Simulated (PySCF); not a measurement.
# C4H14BNSi: the cost of one run

The runs use PySCF 2.14.0, with density-fitted response routines of our own; the level of theory stands in each step. All values are computed, except where a source is named. Atoms are numbered from 0 throughout.

## (1) Starting geometry

21 atoms, charge 0, multiplicity 1; geometry from: GFN2-xTB.

Bonds of the start (Å): C0–B1 1.58, B1–C2 1.57, B1–Si3 1.97, Si3–N4 1.73, N4–C5 1.44, N4–C6 1.44, C0–H7 1.09, C0–H8 1.09, C0–H9 1.09, C2–H10 1.09, C2–H11 1.09, C2–H12 1.09, Si3–H13 1.49, Si3–H14 1.48, C5–H15 1.09, C5–H16 1.10, C5–H17 1.10, C6–H18 1.09, C6–H19 1.10, C6–H20 1.09.

## (2) Relaxing the molecule at PBE0-D3(BJ)/def2-SVP

Job settings and geometry (Å):

```
{"job": {"xc": "PBE0", "basis": "def2-SVP", "d3": "d3bj", "grid": 1, "kind": "geom"}, "charge": 0, "multiplicity": 1}
C      2.529183     1.151574     0.750966
B      1.515397     0.055911     0.246095
C      1.964695    -0.920235    -0.904848
Si    -0.221916    -0.153795     1.141702
N     -1.461778    -0.270469    -0.063635
C     -1.445015     0.569911    -1.233069
C     -2.797260    -0.669472     0.292170
H      2.094364     2.148163     0.663990
H      3.488204     1.166871     0.235112
H      2.725899     1.021572     1.815865
H      1.143046    -1.367617    -1.460072
H      2.498783    -1.749336    -0.434463
H      2.661859    -0.479462    -1.617158
H     -0.533156     0.892950     2.156208
H     -0.392088    -1.408393     1.906810
H     -0.418520     0.816085    -1.497176
H     -1.909660     0.045884    -2.075182
H     -1.997482     1.506711    -1.076808
H     -3.275217    -1.172560    -0.554242
H     -3.422006     0.188109     0.574033
H     -2.756252    -1.355458     1.133232
```

Run with:

```sh
OMP_NUM_THREADS=1 python probes_run.py task.json out
```

The driver reads the jobs from task.json and runs them one after another.

**Question.** How long does this first job take on 1 thread of Arm Neoverse V2, shared host, and how much memory does it need?

About 2.2 min, with a peak of 0.7 GiB.
